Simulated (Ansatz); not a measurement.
A run of Ansatz 0.2.0 is set up as follows.

File run.py:

```python
import json

import ase.io
import numpy as np

import ansatz as az

atoms = ase.io.read("POSCAR", format="vasp")

calculation = (
    az.Crystal.from_ase(atoms)
    .calculation()
    .kpoints(3, 3, 1)
    .functional("r2scan0")
    .pseudopotentials(kind="paw")
    .electric_field(axis=3, dipole_correction=True, ramp_width=0.04)
    .mixing(preconditioner="resta")
    .occupations(method="gaussian", width=0.005)
    .eigensolver(kind="davidson")
    .density()
    .potential()
    .output_files(volumetric_format="npy")
    .electron_localization_function()
    .forces()
    .band_table(publish=True)
)
outcome = calculation.run(threads=2, events_out="events.jsonl")

report = outcome.report
for line in open("events.jsonl"):
    event = json.loads(line)
    if event["event"] == "scf_iter":
        d = event["data"]
        print(f"SCF {d['iter']:3d}  HF = {d['harris_foulkes_ev']:.6f} eV  dr2 = {d['dr2_ev']:.2e} eV")
    elif event["event"] in ("relax_step", "md_step"):
        d = event["data"]
        print(f"{event['event']} {d['step']:3d}  E = {d['lagrangian_ev']:.6f} eV")
np.set_printoptions(precision=5, suppress=True, linewidth=110)
print("converged:", report["converged"], "after", report["n_iterations"], "iterations")
print(f"free energy {report['free_energy_ev']:.6f} eV, Fermi level {report['fermi_energy_ev']:.4f} eV")
for key in ("band_edges_ev", "magnetization_mub", "site_moments_mub", "site_moments_nc_mub", "forces_ev_ang",
                "stress_gpa", "kpoints_frac", "eigenvalues_ev"):
    if report.get(key) is not None:
        print(key, np.array(report[key]), sep="\n")
```

Contents of POSCAR:

```
Rb
1.0
    5.0882069760      0.0000000000      0.0000000000
   -2.5441034880      4.4065165009      0.0000000000
    0.0000000000      0.0000000000     31.8841159600
Rb
5
Direct
    0.6666666700      0.3333333400      0.2352268449
    0.3333333300      0.6666666600      0.3676134225
    0.6666666700      0.3333333400      0.5000000000
    0.3333333300      0.6666666600      0.6323865775
    0.6666666700      0.3333333400      0.7647731551
```

Potentials or basis: Ansatz PAW.

The run is started by

```console
$ python run.py
```

Q: Estimate the work function of the upper face.

A: 2.35 eV.

Q: Estimate the work function of the lower face.

A: 2.35 eV.

Q: Estimate the largest force.

A: 0.082 eV/Å.

Q: What does it give for the band gap on the k mesh?

A: None (metal or under the smearing width).

Q: Estimate the dipole across the slab.

A: 0.000 e·Å.

Forces in eV/Å, atoms in the order of the input:
```
Rb   0.000  0.000  0.082
Rb   0.000  0.000 -0.068
Rb   0.000  0.000  0.000
Rb   0.000  0.000  0.068
Rb   0.000  0.000 -0.082
```

Caveat: the k mesh is coarse (spacing up to 0.48 Å⁻¹), so the values aren't converged, least of all with exact exchange; the PAW data sets were made with another functional, which shifts forces and pressure a little.
